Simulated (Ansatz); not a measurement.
# CH₂BCl₂InO: basis-set convergence

An exercise on one series of results from a longer session: the logs are not shown, and one member is left open.

The runs use Ansatz 0.2.0, Gaussian basis; one geometry, several basis sets.

Levels to be run: PBE0-D4/def2-SVP; ωB97M-V/def2-SVP; PBE0-D4/def2-QZVPP; ωB97M-V/def2-QZVPP; the functionals' def2-TZVPP values are taken from earlier runs.

**The geometry**

All runs share one geometry, relaxed beforehand with PBE0-D4 in a triple-zeta def2 set. In takes the def2 core potential; no spin-orbit term is included.

8 atoms, charge 0, spin multiplicity 1.

Atoms are counted from 1 here; the program's logs count them from 0.

Bond lengths: Cl1–In2 2.317 Å, In2–Cl3 2.318 Å, In2–C4 2.127 Å, C4–B5 1.513 Å, C4–O6 1.510 Å, C4–H7 1.088 Å, B5–O6 1.328 Å, B5–H8 1.181 Å. Angles: Cl1–In2–Cl3 113.7°, Cl1–In2–C4 122.5°, Cl3–In2–C4 123.7°, In2–C4–B5 124.1°, In2–C4–O6 116.0°, In2–C4–H7 114.8°, B5–C4–O6 52.1°, B5–C4–H7 119.7°, O6–C4–H7 112.1°, C4–B5–O6 63.8°, C4–B5–H8 157.9°, O6–B5–H8 138.3°, C4–O6–B5 64.1°.

Set-up of the first run:

Contents of in.yaml:

```yaml
crystal:
  periodic: [false, false, false]
  atoms:
    - {symbol: Cl, position_ang: [-0.837329, -2.903671, 0.751813]}
    - {symbol: In, position_ang: [0.716474, -1.200993, 0.521074]}
    - {symbol: Cl, position_ang: [2.909331, -1.893239, 0.810454]}
    - {symbol: C, position_ang: [0.164313, 0.786121, -0.000597]}
    - {symbol: B, position_ang: [-1.023957, 1.136476, -0.868839]}
    - {symbol: O, position_ang: [-1.209584, 1.228022, 0.442620]}
    - {symbol: H, position_ang: [0.922562, 1.539293, 0.204566]}
    - {symbol: H, position_ang: [-1.641810, 1.307991, -1.861092]}
basis:
  gaussian: {orbitals: def2-SVP}
hamiltonian: {xc: pbe0, dispersion: d4}
output: {orbitals: {seedname: orbitals}}
```

Steps of the session up to this table: PBE0-D4 in def2-SVP; ωB97M-V in def2-SVP; PBE0-D4 in def2-QZVPP; ωB97M-V in def2-QZVPP.

One of the session's tables, all rows but one given; the rest of the session is left out.

It belongs to the step «Density functionals: the series». 

```
functional       basis  HOMO (eV)  LUMO (eV)
   PBE0-D4    def2-SVP      -8.23      -1.85
   PBE0-D4  def2-TZVPP          ?          ?
   PBE0-D4  def2-QZVPP      -8.32      -2.02
   ωB97M-V    def2-SVP     -10.35      -0.04
   ωB97M-V  def2-TZVPP     -10.45      -0.25
   ωB97M-V  def2-QZVPP     -10.47      -0.31
```

Q: Estimate the row for PBE0-D4, def2-TZVPP from the others.

As computed: HOMO (eV): -8.30; LUMO (eV): -1.98. In the column «HOMO (eV)» it lies between PBE0-D4, def2-QZVPP (-8.32) and PBE0-D4, def2-SVP (-8.23).
